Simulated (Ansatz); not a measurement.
# RbGdO2: how the settings move a single-point run

Aim: see which settings change the result for RbGdO2, by how much, and at what cost.

Program: Ansatz 0.2.0. Level of theory: reference: DFT, PBEsol, PAW with Ansatz's default frozen-core files, scalar-relativistic. These are calculated values, not measurements.

**1. The system as given**

Symmetry: R-3m, No. 166, trigonal system. Conventional cell: a = 3.548 Å, b = 3.548 Å, c = 19.580 Å, α = 90.00°, β = 90.00°, γ = 120.00°. Rb (site symmetry -3m) has 6 O at 3.02 Å as nearest neighbours. Gd (site symmetry -3m) has 6 O at 2.30 Å as nearest neighbours. O (site symmetry 3m) is surrounded by 3 Gd at 2.30 Å and 3 Rb at 3.02 Å.

Coordinates:

```cif
data_structure
_symmetry_space_group_name_H-M 'R-3m:H'
_symmetry_Int_Tables_number 166
_cell_length_a 3.5480
_cell_length_b 3.5480
_cell_length_c 19.5800
_cell_angle_alpha 90.000
_cell_angle_beta 90.000
_cell_angle_gamma 120.000
_cell_volume 213.46
loop_
_atom_site_label
_atom_site_type_symbol
_atom_site_symmetry_multiplicity
_atom_site_Wyckoff_symbol
_atom_site_fract_x
_atom_site_fract_y
_atom_site_fract_z
_atom_site_occupancy
Rb1 Rb 3 a 0.00000 0.00000 0.00000 1
Gd1 Gd 3 b 0.33333 0.66667 0.16667 1
O1 O 6 c 0.00000 0.00000 0.22000 1
```

**2. The reference run**

The input, input.yaml:

```yaml
crystal:
  lattice:
    - [1.774, 1.0242193775, 6.5266666667]
    - [-1.774, 1.0242193775, 6.5266666667]
    - [0.0, -2.0484387551, 6.5266666667]
  atoms:
    - { symbol: Rb, position: [0.0, 0.0, 0.0] }
    - { symbol: Gd, position: [0.5, 0.5, 0.5] }
    - { symbol: O, position: [0.22, 0.22, 0.22] }
    - { symbol: O, position: [0.78, 0.78, 0.78] }
kpoints:
  mp_grid: { grid: [9, 9, 9] }
scf:
  occupations: { method: fermi_dirac, width: 0.08 }
hamiltonian:
  xc: pbesol
  pseudopotentials: { kind: paw }
output:
  forces: true
  stress: true
  eigenvalues: true
  populations: true
  dos: { projected: true, de: 0.1, e_range: [-8, 5] }
```

On the command line:

```
$ ansatz run input.yaml --threads 2 --pin off --max-ram 6144MiB --backend cpu --events-out ev --progress --plain --runs-dir out
```

**3. Changing settings: occupations.method methfessel_paxton, occupations.width 0.001, hubbard.sites [{species: Gd, l: f, u_eff: 2.0}], hubbard.double_counting fll**

Changes to input.yaml since step 2:

```diff
@@ -13,3 +13,3 @@
 scf:
-  occupations: { method: fermi_dirac, width: 0.08 }
+  occupations: { method: methfessel_paxton, width: 0.001 }
 hamiltonian:
@@ -17,2 +17,3 @@
   pseudopotentials: { kind: paw }
+  hubbard: { sites: [{ species: Gd, l: f, u_eff: 2.0 }], double_counting: fll }
 output:
@@ -21,3 +22,5 @@
   eigenvalues: true
-  populations: true
-  dos: { projected: true, de: 0.1, e_range: [-8, 5] }
+  write_density: true
+  write_potential: true
+  elf: true
+  volumetric_format: npy
```

Q: Predict the outcome of this session. Wanted: for each run, ending; energy change; pressure; gap; force.

As calculated:

| run | ending | energy change | pressure (GPa) | gap (eV) | force (eV/Å) | cycles | time |
| --- | --- | --- | --- | --- | --- | --- | --- |
| reference | converged | 0 | -2.0 | 0.00 | 0.87 | 13 | 6.5 s |
| 1: occupations.method methfessel_paxton, occupations.width 0.001, hubbard.sites [{species: Gd, l: f, u_eff: 2.0}], hubbard.double_counting fll | converged | +347.8 meV/atom (σ→0) (U changed: no physical gain or loss) | -0.5 | 0.00 | 0.91 | 32 | 19 s |

Times don't compare one to one where runs were asked for different outputs or read a saved state (see the inputs); cycles may leave out searches for a lower state.

Residual by cycle in the longest SCF loop of each run; runs are numbered as in the table. The quantity is the density residual dr2, in eV.

| cycle | reference | run 1 |
| --- | --- | --- |
| 1 | 0.196 | 202 |
| 4 | 0.0488 | 41 |
| 6 | 1.5e-4 | 389 |
| 9 | 2.9e-5 | 9.06 |
| 12 | 4.4e-8 | 16.4 |
| 14 | - | 3.97 |
| 17 | - | 0.0853 |
| 19 | - | 0.0234 |
| 22 | - | 5.8e-4 |
| 25 | - | 9.6e-4 |
| 27 | - | 4.6e-5 |
| 30 | - | 4.2e-8 |

**Reading.** Changing the smearing and Hubbard U moves the energy by +347.8 meV/atom (σ→0 values), and the pressure goes from -2.0 to -0.5 GPa and the largest force goes from 0.87 to 0.91 eV/Å. The U term adds an energy of its own, so the shift says nothing about which run is better. A changed U is a change of model: its shifts are not errors of convergence. The reference leaves spin out although Gd can carry a moment, so its state need not be the lowest.
